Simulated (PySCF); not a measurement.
# BeMe(OH) (CH₄BeO): geometry, NMR shifts, electronic excitations, spin-spin couplings and core binding energies

Wanted: the NMR shifts, electronic excitations, spin-spin couplings and core binding energies of BeMe(OH) (CH₄BeO) (`[CH3][Be][OH]`), by calculation.

Programs: PySCF 2.14.0, with density-fitted response routines of our own. Each step states its level of theory. These are calculated values for one molecule in the gas phase, unless marked as measured. Atoms count from 0, in the outputs and in this text.

## 1. The molecule as given

7 atoms, charge 0, multiplicity 1; geometry from: GFN2-xTB.

Bonds of the start (Å): Be0–C1 1.73, Be0–O5 1.37, C1–H2 1.09, C1–H3 1.09, C1–H4 1.09, O5–H6 0.94.

## 2. Optimising the geometry at PBE0-D3(BJ)/def2-SVP

What the job is given:

```
{"job": {"xc": "PBE0", "basis": "def2-SVP", "d3": "d3bj", "grid": 1, "maxiter": 40, "kind": "geom"}, "charge": 0, "multiplicity": 1}
Be    -0.006280    -0.015230    -0.652640
C     -0.078510     0.117290     1.069890
H      0.901910     0.084180     1.539690
H     -0.636430    -0.696800     1.525740
H     -0.541080     1.024400     1.449840
O      0.080980    -0.219140    -2.007930
H      0.279410    -0.294690    -2.924590
```

**Question.** This job is followed by: GIAO PBE0/pcSseg-1 NMR shielding, non-relativistic, gas phase; TDDFT CAM-B3LYP/def2-SVPD, vertical, gas phase, core orbitals frozen in the response; B3LYP/pcJ-1 indirect spin-spin coupling, non-relativistic, gas phase; GIAO wB97X-D/pcSseg-1 NMR shielding, non-relativistic, gas phase; delta-SCF UKS SCAN, pcX-2 on the ionised atom (unc-x2c-TZVPall on a metal), pcseg-1 elsewhere, spin-free X2C. Predict these results of the whole session: point group; rotational constants (main isotopes); 13C shifts against TMS (PBE0/pcSseg-1); 1H shifts against TMS (PBE0/pcSseg-1, means over atoms taken as alike); 17O shifts against H2O (PBE0/pcSseg-1); shieldings of Be (PBE0/pcSseg-1); lowest singlet (CAM-B3LYP/def2-SVPD); lowest triplet; largest coupling of the table (B3LYP/pcJ-1); Be1s binding energies, SCAN/pcX-2; C1s binding energies, SCAN/pcX-2; O1s binding energies, SCAN/pcX-2; range of the shift of O5.

As calculated:

```
                                                              quantity                        value
                                                           point group                           Cs
                                  rotational constants (main isotopes)       158.93, 5.95, 5.95 GHz
                                13C shifts against TMS (PBE0/pcSseg-1)                    -23.2 ppm
1H shifts against TMS (PBE0/pcSseg-1, means over atoms taken as alike)              1.69, -0.78 ppm
                                17O shifts against H2O (PBE0/pcSseg-1)                     32.0 ppm
                                      shieldings of Be (PBE0/pcSseg-1)                Be0 103.7 ppm
                                  lowest singlet (CAM-B3LYP/def2-SVPD)  7.53 eV (165 nm), f = 0.104
                                                        lowest triplet                      7.10 eV
                           largest coupling of the table (B3LYP/pcJ-1)     1J(O,H) O5–H6, -143.7 Hz
                                     Be1s binding energies, SCAN/pcX-2                Be0 120.16 eV
                                      C1s binding energies, SCAN/pcX-2                 C1 289.59 eV
                                      O1s binding energies, SCAN/pcX-2                 O5 538.18 eV
                                              range of the shift of O5             25.4 to 32.0 ppm
```

**Reading.** Over 10 steps the energy fell by 0.064 eV; of the close pairs, Be0–C1 changed most, 1.729 to 1.674 Å. No frequency check was run at this level, so the end point may be a saddle. At PBE0/pcSseg-1: Shielding is most anisotropic at O5 (span 162 ppm, paramagnetic term -89 ppm). The first singlet state (HOMO→LUMO 0.68, HOMO→LUMO+1 0.30) lies at 7.53 eV and is bright; of the 10 states computed, the strongest absorption comes from states 4 to 5 together at 8.23 eV. The lowest triplet lies 0.43 eV below the lowest singlet (triplets in Tamm-Dancoff, singlets in full TDDFT). In the run at B3LYP/pcJ-1, the largest coupling of the table is O5–H6, -143.7 Hz, of which the Fermi-contact term gives -129.4 Hz. Among the atoms with a shift in every run: Across the 2 runs the shift of O5 moves most, between 25.4 (wB97X-D/pcSseg-1) and 32.0 ppm (PBE0/pcSseg-1).
